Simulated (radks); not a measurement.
**Ionising hafnium step by step, Hf to Hf²³⁺**

The task here is to estimate one member of a computed series from the others.

Program: radks (a radial shooting solver on a logarithmic mesh, Libxc functionals) version 1. Level of theory: scalar-relativistic Kohn-Sham, exchange-only LDA, spin-polarised, spherical densities, point nucleus; open shells are filled with parallel spins first. These are calculated values, not measurements, unless marked.

### The atom as given

```
element             : hafnium (Z = 72)
charges             : 0 to 23
first configuration : [Xe] 4f14 5d2 6s2
last configuration  : [Kr] 4d10 4f3
```

The outer shells:

Hf
```
[Xe] core
4f [↑↓][↑↓][↑↓][↑↓][↑↓][↑↓][↑↓]
5d [↑ ][↑ ][  ][  ][  ]
6s [↑↓]
```

Hf²³⁺
```
[Kr] core
4d [↑↓][↑↓][↑↓][↑↓][↑↓]
4f [↑ ][↑ ][↑ ][  ][  ][  ][  ]
```

The first run:

Settings of this run:

```text
Z 72
configuration [Xe] 4f14 5d2 6s2
relativity scalar-relativistic
functional lda,
spin polarised
nucleus point
c 137.035999084
```

Steps of the session up to this table: Hf, [Xe] 4f14 5d2 6s2.

One of the session's tables, all rows but one given; the rest of the session is left out.

Radial moments (bohr):

```
  level     <r>  outermost maximum (interpolated)  90 % within  nodes
  5p up   1.350                              1.16         1.99      3
5p down   1.340                              1.16         1.97      3
  4f up  0.6809                             0.454         1.16      0
4f down  0.6759                             0.454         1.15      0
  6s up   3.414                              2.86         5.08      5
6s down       ?                                 ?            ?      ?
  5d up   2.515                              1.72         4.17      2
5d down   2.743                              1.70         4.76      2
```

Q: Estimate the row for 6s down from the others.

**Answer.** <r>: 3.624; outermost maximum (interpolated): 2.95; 90 % within: 5.48; nodes: 5. In the column «<r>» it is the highest.

To keep in mind: Open shells are spherical and high-spin; term and fine-structure splittings are not resolved.
